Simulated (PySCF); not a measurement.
# The bond of BeCl−, level by level

Aim: find the lowest electronic state of BeCl−, scan its bond at several levels of theory, and get bond length, wavenumber and dissociation energy from each curve.

The runs use PySCF 2.14.0; Be def2-SVPD, Cl def2-SVPD, no relativity.

1 further run of the same task is left out (set aside as unsound or not needed).

## 1. Set-up

A driver script around PySCF takes these settings:

| Quantity | Value |
| --- | --- |
| atoms | Be, Cl |
| charge | -1 |
| basis | Be def2-SVPD, Cl def2-SVPD |
| Hamiltonian | no relativity |
| basis functions | 39 |
| electrons treated | 22 |
| masses in u | 9.0122, 34.9689 |
| levels | PBE0, PBE, r²SCAN, M06-2X, B2PLYP, B3LYP, HF, MP2, SCS-MP2, CCSD, CCSD(T) |
| grid | 80 radial by 434 angular points |
| occupations | held fixed by the projection of orbital angular momentum |
| dissociation limit | Be + Cl−, each in its ground configuration |
| starting distance in angstrom | 2.030 |
| values of 2S to try | 0, 2 |

The runs that follow: First curve: PBE0; PBE; r²SCAN (meta-GGA); M06-2X (hybrid meta-GGA); B2PLYP (double hybrid); B3LYP (global hybrid GGA); RHF (mean field); Correlated methods on the Hartree–Fock reference.

**Question.** What will these runs give? Wanted: for each run, Re; ωe; De; μ.

As calculated:

Lowest PBE0 solution found, without spin–orbit coupling: ¹Σ⁺ (singlet), closed shell.

| level | Re (Å) | ωe (cm⁻¹) | De (eV) | μ (D) |
| --- | --- | --- | --- | --- |
| RHF | 2.037 | 493 | 1.17 | 7.10 |
| RHF-MP2 | 2.039 | 483 | 1.23 | n/a |
| RHF-SCS-MP2 | 2.045 | 478 | 1.17 | n/a |
| RHF-CCSD | 2.059 | 463 | 1.00 | n/a |
| RHF-CCSD(T) | 2.061 | 461 | 1.03 | n/a |
| PBE | 2.028 | 484 | 1.54 | 6.54 |
| r²SCAN | 2.022 | 501 | 1.59 | 6.97 |
| B3LYP | 2.021 | 489 | 1.37 | 6.60 |
| PBE0 | 2.019 | 498 | 1.51 | 6.72 |
| M06-2X | 2.017 | 499 | 1.46 | 6.55 |
| B2PLYP | 2.026 | 489 | 1.31 | 6.79 |

De is counted to Be + Cl− in their ground configurations. A positive dipole points from Be to Cl; in an ion it is taken about the centre of mass and does not tell which atom is negative.

Differences from CCSD(T) in the same basis:

```
      level  Re (mÅ)  ωe (%)
        RHF      -24    +6.9
    RHF-MP2      -21    +4.8
RHF-SCS-MP2      -16    +3.6
   RHF-CCSD       -2    +0.5
        PBE      -32    +5.1
     r²SCAN      -38    +8.6
      B3LYP      -39    +5.9
       PBE0      -41    +8.1
     M06-2X      -44    +8.1
     B2PLYP      -35    +5.9
```

Judged by CCSD(T) in the same basis: best bond length RHF-CCSD (-2 mÅ), worst M06-2X (-44 mÅ); best wavenumber RHF-CCSD (+0.5 %), worst r²SCAN (+8.6 %). Hartree–Fock falls on the short and stiff side, its usual fault. CCSD(T) in a basis this small is itself some way from its limit, more so than the functionals. Of the levels with a De here, RHF-CCSD gives the least (1.00 eV) and r²SCAN the most (1.59 eV).

Correlated steps freeze 5 core orbitals. B2PLYP dipoles, levels and charges come from its SCF part alone. With some functionals the highest level of the anion is positive, from self-interaction error or because the anion is truly unbound there; the finite basis then holds the extra electron, and no neutral molecule was run to test the binding.
